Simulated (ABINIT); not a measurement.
# BiTe (Fm-3m) in ABINIT: notebook

Runs on BiTe. Level: PBE. Tasks: relaxation of cell and atoms.

Program: ABINIT 10.8.3 (patched build). These are calculated values, not measurements. Logs are shortened: lines on timing, memory, paths and dates and some standing lists are left out, and cuts for length are marked. The log counts tension as positive stress, the text compression.

**1. The structure**

Symmetry: Fm-3m, No. 225, cubic system. Conventional cell: a = 6.470 Å, b = 6.470 Å, c = 6.470 Å, α = 90.00°, β = 90.00°, γ = 90.00°. Bi (site symmetry m-3m) has 6 Te at 3.23 Å as nearest neighbours. Te (site symmetry m-3m) is surrounded by 6 Bi at 3.23 Å.

**2. Relaxation of cell and atoms, PBE, target pressure 20 GPa, at which the enthalpy is minimised**

File run.abi:

```
# Pseudopotentials
pp_dirpath "./"
pseudos "Bi.GGA_PBE-JTH.xml, Te.GGA_PBE-JTH.xml"

# Structure
acell 3*1.0
rprim
     0.0000000000     6.1132640132     6.1132640132
     6.1132640132     0.0000000000     6.1132640132
     6.1132640132     6.1132640132     0.0000000000
ntypat 2
znucl 83 52
natom 2
typat 1 2
xred
     0.0000000000     0.0000000000     0.0000000000
     0.5000000000     0.5000000000     0.5000000000
chkprim 0
chksymtnons 0
tolsym 1.0e-6

# Plane-wave basis
ecut 22.0
pawecutdg 44.0
pawxcdev 0

# k points
kptopt 1
ngkpt 7 7 7
nshiftk 1
shiftk 0.0 0.0 0.0

# Exchange and correlation
ixc 11

# Bands and occupations
nband 15
occopt 3
tsmear 0.05 eV

# SCF cycle
nstep 100
tolvrs 1.0e-9

# Output
iomode 3
prtwf 0
prtden 0
prteig 0
prtebands 0
enunit 1

# Relaxation
ionmov 2
ntime 60
tolmxf 5.0e-5
optcell 2
dilatmx 1.08
ecutsm 0.5
strtarget 3*-6.797862e-04 3*0.0
```

Potentials or basis: JTH PAW PBE v2.0.

Started as:

```sh
$ abinit run.abi > log 2>&1
```

run.abo:

```text
.Version 10.8.3 of ABINIT
 Symmetries : space group Fm -3 m (#225); Bravais cF (face-center cubic)
================================================================================
 Values of the parameters that define the memory need of the present run
     intxc =       0    ionmov =       2      iscf =      17    lmnmax =      18
     lnmax =       6     mgfft =      40  mpssoang =       3    mqgrid =    3001
     natom =       2  nloc_mem =       2    nspden =       1   nspinor =       1
    nsppol =       1      nsym =      48    n1xccc =       1    ntypat =       2
    occopt =       3   xclevel =       2
       mpw =        2858          nfft =       64000          nkpt =          20
 PAW method is used; the additional fine FFT grid is defined by:
   mgfftf=        60    nfftf =    216000
================================================================================
================================================================================

--------------------------------------------------------------------------------
------------- Echo of variables that govern the present computation ------------
--------------------------------------------------------------------------------
 -outvars: echo values of preprocessed input variables --------
            acell      1.0000000000E+00  1.0000000000E+00  1.0000000000E+00 Bohr
              amu      2.08980370E+02  1.27600000E+02
          chkprim           0
      chksymtnons           0
          dilatmx      1.08000000E+00
             ecut      2.20000000E+01 Hartree
           ecutsm      5.00000000E-01 Hartree
           enunit           1
           ionmov           2
              ixc          11
         kptrlatt        7    0    0      0    7    0      0    0    7
          kptrlen      6.05182261E+01
            natom           2
            nband          15
            ngfft          40      40      40
          ngfftdg          60      60      60
             nkpt          20
            nstep         100
             nsym          48
            ntime          60
           ntypat           2
           occopt           3
          optcell           2
        pawecutdg      4.40000000E+01 Hartree
         pawxcdev           0
           prtden           0
        prtebands           0
           prteig           0
            prtwf           0
            rprim      0.0000000000E+00  6.1132640132E+00  6.1132640132E+00
                       6.1132640132E+00  0.0000000000E+00  6.1132640132E+00
                       6.1132640132E+00  6.1132640132E+00  0.0000000000E+00
          spgroup         225
        strtarget     -6.79786200E-04 -6.79786200E-04 -6.79786200E-04
                       0.00000000E+00  0.00000000E+00  0.00000000E+00
           tolsym      1.00000000E-06
           tolvrs      1.00000000E-09
           tsmear      1.83746611E-03 Hartree
            typat      1  2
           useylm           1
[... 679 lines left out ...]
       0.500000000000      0.500000000000      0.500000000000
 rms dE/dt=  0.0000E+00; max dE/dt=  0.0000E+00; dE/dt below (all hartree)
    1       0.000000000000      0.000000000000      0.000000000000
    2       0.000000000000      0.000000000000      0.000000000000

 cartesian coordinates (angstrom) at end:
    1      0.00000000000000     0.00000000000000     0.00000000000000
    2      2.99736176294907     2.99736176294907     2.99736176294907

 cartesian forces (hartree/bohr) at end:
    1     -0.00000000000000    -0.00000000000000    -0.00000000000000
    2     -0.00000000000000    -0.00000000000000    -0.00000000000000
 frms,max,avg= 0.0000000E+00 0.0000000E+00   0.000E+00  0.000E+00  0.000E+00 h/b

 cartesian forces (eV/Angstrom) at end:
    1     -0.00000000000000    -0.00000000000000    -0.00000000000000
    2     -0.00000000000000    -0.00000000000000    -0.00000000000000
 frms,max,avg= 0.0000000E+00 0.0000000E+00   0.000E+00  0.000E+00  0.000E+00 e/A
 length scales=  8.010378323253  8.010378323253  8.010378323253 bohr
              =  4.238909656501  4.238909656501  4.238909656501 angstroms
 Fermi (or HOMO) energy (eV) =   1.67988   Average Vxc (eV)= -10.09879
 Eigenvalues (   eV  ) for nkpt=  20  k points:
 kpt#   1, nband= 15, wtk=  0.00292, kpt=  0.0000  0.0000  0.0000 (reduced coord)
 -21.79806  -21.79806  -21.77985  -21.77985  -21.77985  -13.84080   -5.57429   -1.65718
  -1.65718   -1.65718    4.29594    4.29594    4.29594    5.90059    5.90059
 prteigrs : prtvol=0 or 1, do not print more k-points.

--- !EnergyTerms
iteration_state     : {dtset: 1, itime: 6, icycle: 1, }
comment             : Components of total free energy in Hartree
kinetic             :  7.37262919042146E+00
hartree             :  2.05598441975762E+01
xc                  : -6.74251885823619E+00
Ewald energy        : -6.14739364401623E+01
psp_core            :  7.98103706031198E+00
local_psp           : -6.67586563776522E+01
PAW spherical_terms :  1.86089158022928E+01
internal            : -8.04526854254483E+01
'-kT*entropy'       : -5.05428764704557E-04
total_energy        : -8.04531908542130E+01
total_energy_eV     : -2.18924285105562E+03
...

--- !EnergyTermsDC
iteration_state     : {dtset: 1, itime: 6, icycle: 1, }
comment             : '"Double-counting" decomposition of free energy'
band_energy         : -1.00554974893626E+01
Ewald energy        : -6.14739364401623E+01
psp_core            :  7.98103706031198E+00
xc_dc               : -2.12538661008743E+01
PAW spherical_terms :  4.34958658761461E+00
internal            : -8.04526763824726E+01
'-kT*entropy'       : -5.05428764704557E-04
total_energy_dc     : -8.04531818112373E+01
total_energy_dc_eV  : -2.18924260498371E+03
...

--- !EnergyTermsWithPAWCore
iteration_state     : {dtset: 1, itime: 6, icycle: 1, }
comment             : 'Components of total free energy, including PAW core contributions'
Total energy        : -2.83254867944902E+04
Total energy DC     : -2.83254867854472E+04
Total energy (eV)   : -7.70775761770306E+05
Total energy DC (eV): -7.70775761524234E+05
...

 Cartesian components of stress tensor (hartree/bohr^3)
  sigma(1 1)= -6.79816953E-04  sigma(3 2)=  0.00000000E+00
  sigma(2 2)= -6.79816953E-04  sigma(3 1)=  0.00000000E+00
  sigma(3 3)= -6.79816953E-04  sigma(2 1)=  0.00000000E+00

-Cartesian components of stress tensor (GPa)         [Pressure=  2.0001E+01 GPa]
- sigma(1 1)= -2.00009053E+01  sigma(3 2)=  0.00000000E+00
- sigma(2 2)= -2.00009053E+01  sigma(3 1)=  0.00000000E+00
- sigma(3 3)= -2.00009053E+01  sigma(2 1)=  0.00000000E+00

== END DATASET(S) ==============================================================
================================================================================

 -outvars: echo values of variables after computation  --------
            acell      8.0103783233E+00  8.0103783233E+00  8.0103783233E+00 Bohr
           etotal     -8.0453181811E+01
            fcart     -0.0000000000E+00 -0.0000000000E+00 -0.0000000000E+00
                      -0.0000000000E+00 -0.0000000000E+00 -0.0000000000E+00
            rprim      0.0000000000E+00  7.0710678119E-01  7.0710678119E-01
                       7.0710678119E-01  0.0000000000E+00  7.0710678119E-01
                       7.0710678119E-01  7.0710678119E-01  0.0000000000E+00
           strten     -6.7981695296E-04 -6.7981695296E-04 -6.7981695296E-04
                       0.0000000000E+00  0.0000000000E+00  0.0000000000E+00
           xangst      0.0000000000E+00  0.0000000000E+00  0.0000000000E+00
                       2.9973617629E+00  2.9973617629E+00  2.9973617629E+00
             xred      0.0000000000E+00  0.0000000000E+00  0.0000000000E+00
                       5.0000000000E-01  5.0000000000E-01  5.0000000000E-01
 Calculation completed.
```

Run time: 4.7 min. Hardware: 1 thread of Arm Neoverse N1, shared host; peak memory 0.18 GiB.

What came out:

| Property | Result |
| --- | --- |
| Free energy | -2189.2426 eV |
| Relaxed volume | 26.93 Å³/atom |
| Relaxed cell | a = 4.239 Å, b = 4.239 Å, c = 4.239 Å, α = 60.00°, β = 60.00°, γ = 60.00° |
| Space group after relaxing (to 0.05 Å) | Fm-3m (No. 225) |
| Energy change on relaxing (the enthalpy is what falls) | +372.9 meV/atom |
| Ionic steps | 6 |
| Pressure after relaxing | 20.0 GPa |
| Band gap on the k mesh | none (metal or under the smearing width) |
| Valence electrons inside the program's atomic spheres | Bi 12.25; Te 3.18 |

Step by step:
| step | energy change (eV) | largest force (eV/Å) | pressure (GPa) | volume (Å³) |
| --- | --- | --- | --- | --- |
| 1 | 0.0000 | 0.0000 | 0.84 | 67.71 |
| 2 | 0.0596 | 0.0000 | 4.24 | 63.82 |
| 3 | 1.0769 | 0.0000 | 26.10 | 51.55 |
| 4 | 0.6905 | 0.0000 | 18.95 | 54.31 |
| 5 | 0.7429 | 0.0000 | 19.94 | 53.88 |
| 6 | 0.7459 | 0.0000 | 20.00 | 53.86 |

Final structure:
```
CELL_PARAMETERS angstrom
0.00000 2.99736 2.99736
2.99736 0.00000 2.99736
2.99736 2.99736 0.00000
ATOMIC_POSITIONS crystal
Bi 0.00000 0.00000 0.00000
Te 0.50000 0.50000 0.50000
```

Caveat: the volume moved by over 15 % at a fixed basis, so the end points are rough; spin-orbit coupling is left out, which moves the levels of the heavy elements.

**3. Relaxation of cell and atoms, PBE, target pressure 30 GPa, at which the enthalpy is minimised**

run.abi: that of step 2 with these lines changed.

```diff
@@ -59,2 +59,2 @@
 ecutsm 0.5
-strtarget 3*-6.797862e-04 3*0.0
+strtarget 3*-1.019679e-03 3*0.0
```

Potentials or basis: JTH PAW PBE v2.0.

Started as:

```sh
$ abinit run.abi > log 2>&1
```

It took 4.7 min on 1 thread of Arm Neoverse N1, shared host; peak memory 0.19 GiB.

Results (log left out):

```
Free energy                                            : -2188.6932 eV
Relaxed volume                                         : 25.15 Å³/atom
Relaxed cell                                           : a = 4.143 Å, b = 4.143 Å, c = 4.143 Å, α = 60.00°, β = 60.00°, γ = 60.00°
Space group after relaxing (to 0.05 Å)                 : Fm-3m (No. 225)
Energy change on relaxing (the enthalpy is what falls) : +647.7 meV/atom
Ionic steps                                            : 6
Pressure after relaxing                                : 30.0 GPa
Band gap on the k mesh                                 : none (metal or under the smearing width)
Valence electrons inside the program's atomic spheres  : Bi 12.30; Te 3.23
```

The path:
| step | energy change (eV) | largest force (eV/Å) | pressure (GPa) | volume (Å³) |
| --- | --- | --- | --- | --- |
| 1 | 0.0000 | 0.0000 | 0.84 | 67.71 |
| 2 | 0.1248 | 0.0000 | 6.42 | 61.85 |
| 3 | 2.0035 | 0.0000 | 42.27 | 47.13 |
| 4 | 1.1615 | 0.0000 | 27.62 | 51.04 |
| 5 | 1.2857 | 0.0000 | 29.83 | 50.35 |
| 6 | 1.2953 | 0.0000 | 30.00 | 50.30 |

Final structure:
```xyz
2
Lattice="0.0000 2.9298 2.9298 2.9298 0.0000 2.9298 2.9298 2.9298 0.0000" Properties=species:S:1:pos:R:3 pbc="T T T"
Bi    0.0000    0.0000    0.0000
Te    2.9298    2.9298    2.9298
```

Levels at points of the mesh, in eV from the Fermi level:
```
           k point  band 7  band 8  band 9  band 10  band 11  band 12  band 13  band 14
(0.00, 0.00, 0.00)   -6.88   -3.56   -3.56    -3.56     2.77     2.77     2.77     4.10
```

Caveat: the volume moved by over 15 % at a fixed basis, so the end points are rough; spin-orbit coupling is left out, which moves the levels of the heavy elements.
